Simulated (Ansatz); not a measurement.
# C₂H₇GaN₂: up Jacob's ladder to CCSD(T)

How much do the methods differ for C₂H₇GaN₂? The plan is to run it at one geometry with functionals of several rungs and with coupled cluster. The yardstick is the atomisation energy at the CCSD(T) limit.

Computed with Ansatz 0.2.0, Gaussian basis. Level: functionals in def2-TZVPP, the program's frozen cores in correlated methods.

Plan: PBE-D4, r2SCAN-D4, PBE0-D4, B3LYP-D4, ωB97X-V, ωB97M-V, B2PLYP; CCSD(T)/def2-TZVPP; MP2/def2-QZVPP; extrapolation to the limit.

## Step 1: The geometry

The geometry comes from an earlier relaxation with PBE0-D4 in a triple-zeta def2 set; it is a stationary point, not always the lowest conformer.

SMILES `N=C[CH2][GaH][NH2]`, 12 atoms, charge 0, spin multiplicity 1.

Atoms are counted from 1 here; the program's logs count them from 0.

Bond lengths: N1–C2 1.268 Å, N1–H6 1.023 Å, C2–C3 1.483 Å, C2–H7 1.096 Å, C3–Ga4 1.990 Å, C3–H8 1.093 Å, C3–H9 1.095 Å, Ga4–N5 1.813 Å, Ga4–H10 1.560 Å, N5–H11 1.006 Å, N5–H12 1.006 Å. Angles: C2–N1–H6 110.6°, N1–C2–C3 128.5°, N1–C2–H7 116.2°, C3–C2–H7 115.3°, C2–C3–Ga4 110.0°, C2–C3–H8 111.7°, C2–C3–H9 110.6°, Ga4–C3–H8 108.8°, Ga4–C3–H9 106.6°, H8–C3–H9 109.0°, C3–Ga4–N5 116.2°, C3–Ga4–H10 125.4°, N5–Ga4–H10 118.4°, Ga4–N5–H11 123.8°, Ga4–N5–H12 124.3°, H11–N5–H12 111.8°.

## Step 2: PBE-D4 (GGA)

in.yaml

```yaml
crystal:
  periodic: [false, false, false]
  atoms:
    - {symbol: N, position_ang: [-1.237482, 1.646907, 1.603651]}
    - {symbol: C, position_ang: [-0.107708, 1.088078, 1.468640]}
    - {symbol: C, position_ang: [0.195246, -0.266176, 0.946324]}
    - {symbol: Ga, position_ang: [0.822782, -0.144728, -0.937720]}
    - {symbol: N, position_ang: [-0.045830, -1.187787, -2.138940]}
    - {symbol: H, position_ang: [-1.988746, 1.010520, 1.326234]}
    - {symbol: H, position_ang: [0.766040, 1.691034, 1.741439]}
    - {symbol: H, position_ang: [-0.680269, -0.919422, 0.984234]}
    - {symbol: H, position_ang: [1.007764, -0.725858, 1.518276]}
    - {symbol: H, position_ang: [1.982186, 0.765755, -1.447618]}
    - {symbol: H, position_ang: [0.170322, -1.210151, -3.120919]}
    - {symbol: H, position_ang: [-0.807305, -1.803373, -1.909800]}
basis:
  gaussian: {orbitals: def2-TZVPP}
hamiltonian: {xc: pbe, dispersion: d4}
output: {forces: true, orbitals: {seedname: orbitals}}
```

Launch:

```console
ansatz run in.yaml --threads 4 --pin off --events-out ev --progress --plain --max-ram 10444MiB
```

Further steps of the session: r2SCAN-D4 (meta-GGA); PBE0-D4 (hybrid); B3LYP-D4 (hybrid); ωB97X-V (range-separated); ωB97M-V (range-separated); B2PLYP (double hybrid); CCSD(T) in def2-TZVPP; MP2 in def2-QZVPP.

Before running them: what should the planned runs give, taken together? Wanted: atomisation energy, CCSD(T)/CBS; farthest; mean size of error, hybrid; mean size of error, range-separated; gap, smallest and largest; T1 diagnostic; triples share of the correlation energy.

As calculated:

```
                               quantity                                           value
        atomisation energy, CCSD(T)/CBS                                   4274.9 kJ/mol
 functionals within 42.7 kJ/mol (1.0 %)  r2SCAN-D4, PBE0-D4, B3LYP-D4, ωB97X-V, ωB97M-V
                               farthest                          PBE-D4 (+100.1 kJ/mol)
             mean size of error, hybrid                                      2.2 kJ/mol
    mean size of error, range-separated                                      6.5 kJ/mol
              gap, smallest and largest            4.26 eV (PBE-D4), 10.91 eV (ωB97X-V)
                          T1 diagnostic                                          0.0137
triples share of the correlation energy                                           4.2 %
```

In words: PBE-D4 misses by +100.1 kJ/mol. Double hybrids carry the basis error of their MP2 part in triple zeta, and no dispersion term here, so their miss is partly the set-up's. The reference freezes the cores and leaves out relativity and excitations past (T), and its outer-core shells are covered unevenly, so misses under about 42.7 kJ/mol can't be ranked. Hartree-Fock recovers 69 % of the binding; the rest is correlation. Orbital gaps span 4.3 to 10.9 eV; exact exchange widens them. Correlated methods include outer-core shells of Ga, which these sets cover unevenly.
